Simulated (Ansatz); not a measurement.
# BrFHInS: a ladder of functionals and wavefunction methods

How much do the methods differ for BrFHInS? The plan is to run it at one geometry with functionals of several rungs and with coupled cluster, and see how far each lands from CCSD(T) at the basis-set limit for the atomisation energy.

Computed with Ansatz 0.2.0, Gaussian basis. Level: functionals in def2-TZVPP, the program's frozen cores in correlated methods.

The runs, in order: PBE-D4, r2SCAN-D4, PBE0-D4, B3LYP-D4, ωB97X-V, ωB97M-V, B2PLYP; CCSD(T)/def2-TZVPP; CCSD(T)/def2-QZVPP; extrapolation to the limit.

### 1 The relaxed structure

The geometry comes from an earlier relaxation with PBE0-D4 in a triple-zeta def2 set; it is a stationary point. In takes the def2 core potential; no spin-orbit term is included.

SMILES `[F][In]([SH])[Br]`, 5 atoms, charge 0, spin multiplicity 1.

Atoms are counted from 1 here; the program's logs count them from 0.

Bond lengths: F1–In2 1.935 Å, In2–S3 2.351 Å, In2–Br4 2.439 Å, S3–H5 1.345 Å. Angles: F1–In2–S3 117.9°, F1–In2–Br4 115.3°, S3–In2–Br4 126.8°, In2–S3–H5 92.2°.

### 2 PBE-D4 (GGA)

Contents of in.yaml:

```yaml
crystal:
  periodic: [false, false, false]
  atoms:
    - {symbol: F, position_ang: [-2.140027, 1.165874, 0.290357]}
    - {symbol: In, position_ang: [-0.546320, 0.076495, 0.155328]}
    - {symbol: S, position_ang: [1.360835, 1.033810, -0.831539]}
    - {symbol: Br, position_ang: [-0.749782, -2.182837, 1.050355]}
    - {symbol: H, position_ang: [2.075305, -0.093342, -0.664491]}
basis:
  gaussian: {orbitals: def2-TZVPP}
hamiltonian: {xc: pbe, dispersion: d4}
output: {forces: true, orbitals: {seedname: orbitals}}
```

Launch:

```bash
$ ansatz run in.yaml --threads 2 --pin off --events-out ev --progress --plain --max-ram 32768MiB --backend cpu
```

Further steps of the session: r2SCAN-D4 (meta-GGA); PBE0-D4 (hybrid); B3LYP-D4 (hybrid); ωB97X-V (range-separated); ωB97M-V (range-separated); B2PLYP (double hybrid); CCSD(T) in def2-TZVPP; CCSD(T) in def2-QZVPP.

**Question.** What will the summary of the whole plan be? Wanted: atomisation energy, CCSD(T)/CBS; farthest; mean size of error, hybrid; mean size of error, range-separated; gap, smallest and largest; T1 diagnostic; triples share of the correlation energy.

The runs gave:

| quantity | value |
| --- | --- |
| atomisation energy, CCSD(T)/CBS | 326.1 kcal/mol |
| functionals within 3.3 kcal/mol (1.0 %) | PBE-D4, r2SCAN-D4, ωB97X-V |
| farthest | B2PLYP (-14.6 kcal/mol) |
| mean size of error, hybrid | 11.6 kcal/mol |
| mean size of error, range-separated | 3.6 kcal/mol |
| gap, smallest and largest | 3.66 eV (PBE-D4), 10.15 eV (ωB97X-V) |
| T1 diagnostic | 0.0132 |
| triples share of the correlation energy | 3.4 % |

In words: PBE-D4 is off by +0.3 kcal/mol. Double hybrids carry the basis error of their MP2 part in triple zeta, and no dispersion term here, so their miss is partly the set-up's. The reference freezes the cores and leaves out spin-orbit coupling and excitations past (T), and its outer-core shells are covered unevenly, so misses under about 3.3 kcal/mol can't be ranked. All levels share the lack of spin-orbit coupling, which lowers the free heavy atoms and so the true binding. Hartree-Fock recovers 67 % of the binding; the rest is correlation. The gap grows from 3.7 to 10.2 eV across the functionals, mostly with the share of exact exchange. Correlated methods include outer-core shells of Br, In, which these sets cover unevenly.
